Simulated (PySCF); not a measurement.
# One shape, several levels: GeCNCl2F (SMILES N#[C][Ge]([F])([Cl])[Cl])

Wanted: a comparison of 6 runs (HF/STO-3G, HF/3-21G, B3LYP/6-31G*, PBE0/def2-SVP, B3LYP/6-311G**, BLYP/aug-cc-pVDZ) of GeCNCl2F. The job is set up through a Python script.

Program for the calculation: PySCF 2.14.0.

### 1 The system as given

The species is GeCNCl2F (6 atoms), meant as a singlet with charge 0. As SMILES, `N#[C][Ge]([F])([Cl])[Cl]`. The shape is that of a PBE0-D4/def2-TZVP optimisation.

Bond lengths: N1–C2 1.150 Å, C2–Ge3 1.904 Å, Ge3–F4 1.709 Å, Ge3–Cl5 2.100 Å, Ge3–Cl6 2.100 Å. Angles: N1–C2–Ge3 178.9°, C2–Ge3–F4 106.8°, C2–Ge3–Cl5 110.3°, C2–Ge3–Cl6 110.3°, F4–Ge3–Cl5 108.5°, F4–Ge3–Cl6 108.5°, Cl5–Ge3–Cl6 112.1°.

### 2 Energy and forces at HF/STO-3G (run 1)

File run.py:

```python
import pyscf.grad
from pyscf import gto, scf

mol = gto.M(
    atom=[
    ('N', (1.692200, -1.603200, 1.062600)),
    ('C', (0.916900, -0.908200, 0.573700)),
    ('Ge', (-0.346500, 0.270300, -0.227300)),
    ('F', (-1.616200, -0.701300, -0.830900)),
    ('Cl', (0.531100, 1.296900, -1.835800)),
    ('Cl', (-1.135400, 1.581500, 1.211400)),
],
    charge=0,
    basis='sto-3g',
    verbose=4,
    max_memory=1860,
)

hf = scf.RHF(mol)
hf.conv_tol = 1e-10
hf.kernel()
if not hf.converged:
    hf = hf.newton().run(hf.mo_coeff, hf.mo_occ)

e_final = hf.e_tot
print('Final energy', e_final)
grad = hf.Gradients().kernel()
hf.analyze()
```

On the command line:

```bash
$ OMP_NUM_THREADS=1 python run.py
```

Log:

```text
PySCF version 2.14.0

[... 81 lines left out ...]
One-electron Energy =                -5698.414623299918276
[... 7 lines left out ...]
MO #3   energy= -103.713349988996  occ= 2
[... 5 lines left out ...]
MO #9   energy= -15.4034311761853  occ= 2
[... 5 lines left out ...]
MO #15  energy= -7.84014387323886  occ= 2
[... 5 lines left out ...]
MO #21  energy= -4.72329116720236  occ= 2
[... 5 lines left out ...]
MO #27  energy= -0.870251399655099 occ= 2
[... 5 lines left out ...]
MO #33  energy= -0.605939319868745 occ= 2
[... 5 lines left out ...]
MO #39  energy= -0.455845125155971 occ= 2
[... 5 lines left out ...]
MO #45  energy= 0.209880066073687  occ= 0
[... 5 lines left out ...]
MO #51  energy= 1.20702657082433   occ= 0
[... 21 lines left out ...]
pop of  2 Ge 3pz          1.99876
pop of  2 Ge 4px          0.68308
pop of  2 Ge 4py          0.68163
pop of  2 Ge 4pz          0.67135
pop of  2 Ge 3dxy         1.98780
pop of  2 Ge 3dyz         1.98955
pop of  2 Ge 3dz^2        1.99695
pop of  2 Ge 3dxz         1.99202
pop of  2 Ge 3dx2-y2      1.99858
pop of  3 F 1s            1.99996
pop of  3 F 2s            1.90299
pop of  3 F 2px           1.66546
pop of  3 F 2py           1.76603
pop of  3 F 2pz           1.87649
pop of  4 Cl 1s           2.00000
pop of  4 Cl 2s           1.99987
pop of  4 Cl 3s           1.92380
pop of  4 Cl 2px          1.99992
pop of  4 Cl 2py          1.99990
pop of  4 Cl 2pz          1.99979
pop of  4 Cl 3px          1.86705
pop of  4 Cl 3py          1.83559
pop of  4 Cl 3pz          1.62235
pop of  5 Cl 1s           2.00000
pop of  5 Cl 2s           1.99987
pop of  5 Cl 3s           1.92381
pop of  5 Cl 2px          1.99993
pop of  5 Cl 2py          1.99985
pop of  5 Cl 2pz          1.99982
pop of  5 Cl 3px          1.87791
pop of  5 Cl 3py          1.75289
pop of  5 Cl 3pz          1.69420
 ** Mulliken atomic charges  **
charge of    0N =     -0.06782
charge of    1C =     -0.17628
charge of    2Ge =      0.95160
charge of    3F =     -0.21094
charge of    4Cl =     -0.24827
charge of    5Cl =     -0.24828
Dipole moment(X, Y, Z, Debye): -1.10251, -0.17012, -0.58721
```

It took 6.9 s on 1 thread of Intel Xeon at 2.70GHz, shared host; peak memory 0.12 GiB.

### 3 Energy and gradient at HF/3-21G (run 2)

File geometry.xyz:

```xyz
6
CCl2FGeN
N      1.692200    -1.603200     1.062600
C      0.916900    -0.908200     0.573700
Ge    -0.346500     0.270300    -0.227300
F     -1.616200    -0.701300    -0.830900
Cl     0.531100     1.296900    -1.835800
Cl    -1.135400     1.581500     1.211400
```

File run.py:

```python
import pyscf.grad
from pyscf import gto, scf

mol = gto.Mole()
mol.atom = 'geometry.xyz'
mol.verbose = 3
mol.basis = '3-21g'
mol.max_memory = 1860
mol.build()

mf = scf.RHF(mol)
mf.conv_tol = 1e-10
mf.kernel()
if not mf.converged:
    mf = mf.newton().run(mf.mo_coeff, mf.mo_occ)

energy = mf.e_tot
print('E(%s) = %.9f' % ('HF', energy))
grad = mf.Gradients().kernel()
dip = mf.dip_moment()
pop, q = mf.mulliken_pop()
```

On the command line:

```bash
$ OMP_NUM_THREADS=1 python run.py
```

Log:

```text
converged SCF energy = -3170.78413871026
E(HF) = -3170.784138710
--------------- RHF gradients ---------------
         x                y                z
0 N     0.0176232725    -0.0150832453     0.0110461109
1 C    -0.0150111896     0.0097792631    -0.0091222222
2 Ge     0.0158786649     0.0546173242     0.0035694563
3 F    -0.0158077434    -0.0133045396    -0.0073998907
4 Cl    -0.0141059166    -0.0158272838     0.0242946922
5 Cl     0.0114229122    -0.0201815187    -0.0223881465
----------------------------------------------
Dipole moment(X, Y, Z, Debye): -0.21610,  0.64048, -0.17822
 ** Mulliken pop  **
pop of  0 N 1s            1.99165
pop of  0 N 2s            0.43372
pop of  0 N 3s            1.52042
pop of  0 N 2px           0.58284
pop of  0 N 2py           0.55464
pop of  0 N 2pz           0.49432
pop of  0 N 3px           0.60559
pop of  0 N 3py           0.59025
pop of  0 N 3pz           0.56848
pop of  1 C 1s            1.98818
pop of  1 C 2s            0.40390
pop of  1 C 3s            0.79845
pop of  1 C 2px           0.56025
pop of  1 C 2py           0.53730
pop of  1 C 2pz           0.49257
pop of  1 C 3px           0.44216
pop of  1 C 3py           0.45848
pop of  1 C 3pz           0.51260
pop of  2 Ge 1s           1.99977
pop of  2 Ge 2s           1.99783
pop of  2 Ge 3s           1.99492
pop of  2 Ge 4s           0.78324
pop of  2 Ge 5s           0.00800
pop of  2 Ge 2px          1.99793
pop of  2 Ge 2py          1.99795
pop of  2 Ge 2pz          1.99803
pop of  2 Ge 3px          1.98496
pop of  2 Ge 3py          1.98496
pop of  2 Ge 3pz          1.98471
pop of  2 Ge 4px          0.44101
pop of  2 Ge 4py          0.47202
pop of  2 Ge 4pz          0.48654
pop of  2 Ge 5px          0.04770
pop of  2 Ge 5py          0.04577
pop of  2 Ge 5pz          0.03305
pop of  2 Ge 3dxy         1.98584
pop of  2 Ge 3dyz         1.99014
pop of  2 Ge 3dz^2        1.99565
pop of  2 Ge 3dxz         1.99123
pop of  2 Ge 3dx2-y2      1.99731
pop of  3 F 1s            1.98473
pop of  3 F 2s            0.44552
pop of  3 F 3s            1.53686
pop of  3 F 2px           0.78535
pop of  3 F 2py           0.81556
pop of  3 F 2pz           0.84582
pop of  3 F 3px           0.98766
pop of  3 F 3py           1.01029
pop of  3 F 3pz           1.03159
pop of  4 Cl 1s           1.99860
pop of  4 Cl 2s           1.95925
pop of  4 Cl 3s           1.12189
pop of  4 Cl 4s           0.94376
pop of  4 Cl 2px          1.96965
pop of  4 Cl 2py          1.96930
pop of  4 Cl 2pz          1.96631
pop of  4 Cl 3px          1.04236
pop of  4 Cl 3py          1.03443
pop of  4 Cl 3pz          0.94603
pop of  4 Cl 4px          0.85620
pop of  4 Cl 4py          0.84182
pop of  4 Cl 4pz          0.75153
pop of  5 Cl 1s           1.99860
pop of  5 Cl 2s           1.95925
pop of  5 Cl 3s           1.12189
pop of  5 Cl 4s           0.94376
pop of  5 Cl 2px          1.96983
pop of  5 Cl 2py          1.96816
pop of  5 Cl 2pz          1.96727
pop of  5 Cl 3px          1.04871
pop of  5 Cl 3py          1.00089
pop of  5 Cl 3pz          0.97322
pop of  5 Cl 4px          0.85502
pop of  5 Cl 4py          0.81052
pop of  5 Cl 4pz          0.78403
 ** Mulliken atomic charges  **
charge of    0N =     -0.34191
charge of    1C =     -0.19389
charge of    2Ge =      1.78144
charge of    3F =     -0.44338
charge of    4Cl =     -0.40112
charge of    5Cl =     -0.40113
```

Run time: 4.5 s. Hardware: 1 thread of Intel Xeon at 2.70GHz, shared host; peak memory 0.15 GiB.

### 4 Energy and forces at B3LYP/6-31G(d) (spherical functions) (run 3)

File run.py:

```python
import pyscf.grad
from pyscf import gto, dft

mol = gto.M(
    atom='''
N      3.197795    -3.029609     2.008023
C      1.732690    -1.716249     1.084136
Ge    -0.654790     0.510793    -0.429535
F     -3.054175    -1.325265    -1.570173
Cl     1.003634     2.450786    -3.469159
Cl    -2.145595     2.988602     2.289214
''',
    spin=0,
    verbose=3,
    max_memory=1860,
    charge=0,
    basis='6-31g*',
    unit='bohr',
)

mf = dft.RKS(mol, xc='b3lyp')
mf.grids.level = 5
mf.conv_tol = 1e-10
mf.kernel()
if not mf.converged:
    mf = mf.newton().run(mf.mo_coeff, mf.mo_occ)

energy = mf.e_tot
print(f'total energy: {energy:.8f} hartree')
grad = mf.Gradients().kernel()
mf.analyze()
```

On the command line:

```bash
$ OMP_NUM_THREADS=1 python run.py
```

Log:

```text
converged SCF energy = -3189.93764700098
total energy: -3189.93764700 hartree
[... 19 lines left out ...]
MO #10  energy= -10.2529539136129  occ= 2
[... 9 lines left out ...]
MO #20  energy= -4.54276900908216  occ= 2
[... 9 lines left out ...]
MO #30  energy= -0.887201984899724 occ= 2
[... 9 lines left out ...]
MO #40  energy= -0.386262031833412 occ= 2
[... 9 lines left out ...]
MO #50  energy= 0.0780195038560203 occ= 0
[... 9 lines left out ...]
MO #60  energy= 0.429202129082756  occ= 0
[... 9 lines left out ...]
MO #70  energy= 0.653190688315452  occ= 0
[... 9 lines left out ...]
MO #80  energy= 0.940894202412566  occ= 0
[... 9 lines left out ...]
MO #90  energy= 1.48605704838676   occ= 0
[... 9 lines left out ...]
MO #100 energy= 1.96858938784103   occ= 0
[... 9 lines left out ...]
MO #110 energy= 3.47336070853062   occ= 0
[... 7 lines left out ...]
Dipole moment(X, Y, Z, Debye): -0.62016,  1.56944, -0.48594
```

Run time: 83 s. Hardware: 1 thread of Intel Xeon at 2.70GHz, shared host; peak memory 1.1 GiB.

Runs 4 to 5 aren't shown in full; the table further down has their settings and results.

### 5 Energy and forces at BLYP/aug-cc-pVDZ (run 6)

File calc.py:

```python
from pyscf import gto, dft

system = gto.M(
    atom='''
N      3.197795    -3.029609     2.008023
C      1.732690    -1.716249     1.084136
Ge    -0.654790     0.510793    -0.429535
F     -3.054175    -1.325265    -1.570173
Cl     1.003634     2.450786    -3.469159
Cl    -2.145595     2.988602     2.289214
''',
    verbose=4,
    max_memory=1860,
    unit='bohr',
    basis='aug-cc-pvdz',
)

myscf = dft.RKS(system, xc='blyp')
myscf.conv_tol = 1e-10
myscf.grids.level = 5
myscf.kernel()
if not myscf.converged:
    myscf = myscf.newton().run(myscf.mo_coeff, myscf.mo_occ)

e_final = myscf.e_tot
print('E = %.10f Eh' % e_final)
grad = myscf.nuc_grad_method().kernel()
myscf.analyze()
```

On the command line:

```bash
$ OMP_NUM_THREADS=1 python calc.py
```

Log:

```text
PySCF version 2.14.0

[... 108 lines left out ...]
MO #5   energy= -43.9734673425109  occ= 2
[... 13 lines left out ...]
MO #19  energy= -6.11358909643554  occ= 2
[... 13 lines left out ...]
MO #33  energy= -0.47132811795402  occ= 2
[... 13 lines left out ...]
MO #47  energy= -0.08422601066249  occ= 0
[... 13 lines left out ...]
MO #61  energy= 0.100658843494315  occ= 0
[... 13 lines left out ...]
MO #75  energy= 0.221451564946941  occ= 0
[... 13 lines left out ...]
MO #89  energy= 0.397661229435871  occ= 0
[... 13 lines left out ...]
MO #103 energy= 0.661524947879294  occ= 0
[... 13 lines left out ...]
MO #117 energy= 0.931471086274852  occ= 0
[... 13 lines left out ...]
MO #131 energy= 1.24463778148108   occ= 0
[... 13 lines left out ...]
MO #145 energy= 1.70690037189082   occ= 0
[... 13 lines left out ...]
MO #159 energy= 4.51585995330952   occ= 0
[... 129 lines left out ...]
pop of  4 Cl 4dxy         0.00027
pop of  4 Cl 4dyz         0.00059
pop of  4 Cl 4dz^2        0.00053
pop of  4 Cl 4dxz         0.00050
pop of  4 Cl 4dx2-y2      0.00025
pop of  5 Cl 1s           2.00000
pop of  5 Cl 2s           1.99973
pop of  5 Cl 3s           1.87564
pop of  5 Cl 4s           0.00326
pop of  5 Cl 5s           0.00068
pop of  5 Cl 2px          1.99992
pop of  5 Cl 2py          1.99992
pop of  5 Cl 2pz          1.99991
pop of  5 Cl 3px          1.84905
pop of  5 Cl 3py          1.74749
pop of  5 Cl 3pz          1.70326
pop of  5 Cl 4px          0.00164
pop of  5 Cl 4py          0.00228
pop of  5 Cl 4pz          0.00309
pop of  5 Cl 5px          0.00035
pop of  5 Cl 5py          0.00037
pop of  5 Cl 5pz          0.00036
pop of  5 Cl 3dxy         0.00263
pop of  5 Cl 3dyz         0.00540
pop of  5 Cl 3dz^2        0.00294
pop of  5 Cl 3dxz         0.00301
pop of  5 Cl 3dx2-y2      0.00224
pop of  5 Cl 4dxy         0.00039
pop of  5 Cl 4dyz         0.00052
pop of  5 Cl 4dz^2        0.00051
pop of  5 Cl 4dxz         0.00040
pop of  5 Cl 4dx2-y2      0.00030
 ** Mulliken atomic charges  **
charge of    0N =     -0.12765
charge of    1C =     -0.12311
charge of    2Ge =      1.11787
charge of    3F =     -0.45648
charge of    4Cl =     -0.20531
charge of    5Cl =     -0.20532
Dipole moment(X, Y, Z, Debye): -0.70428,  1.86587, -0.55961
```

Run time: 2.5 min. Hardware: 1 thread of Intel Xeon at 2.70GHz, shared host; peak memory 1.9 GiB.

### 6 The series

| run | level | integration grid | energy (Eh) | dipole moment (D) | HOMO energy (eV) | LUMO energy (eV) | wall time |
| --- | --- | --- | --- | --- | --- | --- | --- |
| 1 | HF/STO-3G | – | -3150.226329 | 1.26 | -11.78 | 5.71 | 6.9 s |
| 2 | HF/3-21G | – | -3170.784139 | 0.70 | -13.91 | 1.59 | 4.5 s |
| 3 | B3LYP/6-31G* (spherical functions) | 5 | -3189.937647 | 1.76 | -9.84 | -2.12 | 83 s |
| 4 | PBE0/def2-SVP | 5 | -3188.738812 | 1.92 | -10.14 | -1.64 | 70 s |
| 5 | B3LYP/6-311G** | 5 | -3190.306792 | 1.82 | -10.01 | -2.34 | 2.2 min |
| 6 | BLYP/aug-cc-pVDZ | 5 | -3190.231032 | 2.07 | -8.64 | -2.97 | 2.5 min |

### 7 Outcome

| quantity | value |
| --- | --- |
| run 6: total energy | -3190.23103 Eh |
| run 6: dipole moment | 2.07 D |
| run 6: HOMO energy | -8.64 eV |
| run 6: LUMO energy | -2.97 eV |
| run 6: HOMO–LUMO gap | 5.67 eV |
| run 6: largest force on an atom | 2.836 eV/Å |

The dipole moment (its size) runs from 0.70 D (HF/3-21G) to 2.07 D (BLYP/aug-cc-pVDZ). The two ends differ in method and basis. The HOMO–LUMO gap runs from 5.67 eV (BLYP/aug-cc-pVDZ) to 17.49 eV (HF/STO-3G). Totals of different functionals can't be ranked against each other. In run 1 the basis is minimal, so the values are rough. All runs together took 7.5 min, the longest 2.5 min.
